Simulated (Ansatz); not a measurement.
# Cl2HOZn: the cost of one run

Method: UKS PBE-D4/def2-SVP, in Ansatz 0.2.0.

### Step 1. The system as given

Bond lengths: Zn1–Cl2 2.490 Å, Zn1–O3 1.790 Å, O3–H4 1.010 Å, Cl2–Cl5 2.340 Å. Angles: Zn1–Cl2–Cl5 180.0°, Cl2–Zn1–O3 180.0°, Zn1–O3–H4 109.5°.

As a file:

```xyz
5

Zn    0.0000    0.0000    0.0000
Cl    0.0000    0.0000    2.4900
O     0.0000    0.0000   -1.7900
H     0.2547   -0.9174   -2.1271
Cl    0.0000    0.0000    4.8300
```

### Step 2. Pulling towards end A

Springs on the bonds that form and break draw the guess towards this end; the thresholds are loose.

Contents of input.yaml:

```yaml
crystal:
  periodic: [false, false, false]
  atoms:
    - { symbol: Zn, position_ang: [0.0, 0.0, 0.0] }
    - { symbol: Cl, position_ang: [0.0, 0.0, 2.49] }
    - { symbol: O, position_ang: [0.0, 0.0, -1.79] }
    - { symbol: H, position_ang: [0.2547, -0.9174, -2.1271] }
    - { symbol: Cl, position_ang: [0.0, 0.0, 4.83] }
magnetization:
  spin_polarized: true
  initial_magnetization: 1
basis:
  gaussian: { orbitals: def2-SVP }
hamiltonian:
  xc: pbe
  dispersion: d4
relax:
  f_tol: 0.15
  max_steps: 25
  restrain:
    - { distance: [1, 4], at: 3.24, k: 30.0 }
    - { distance: [0, 1], at: 2.24, k: 30.0 }
output:
  orbitals: {}
```

Started as:

```console
> ansatz run input.yaml --threads 4 --pin off --max-ram 5120MiB --backend cpu --events-out ev --progress --plain --runs-dir out
```

What time and memory should one allow on 4 threads of Arm Neoverse V1, shared host?

About 26 s, with a peak of 0.21 GiB.
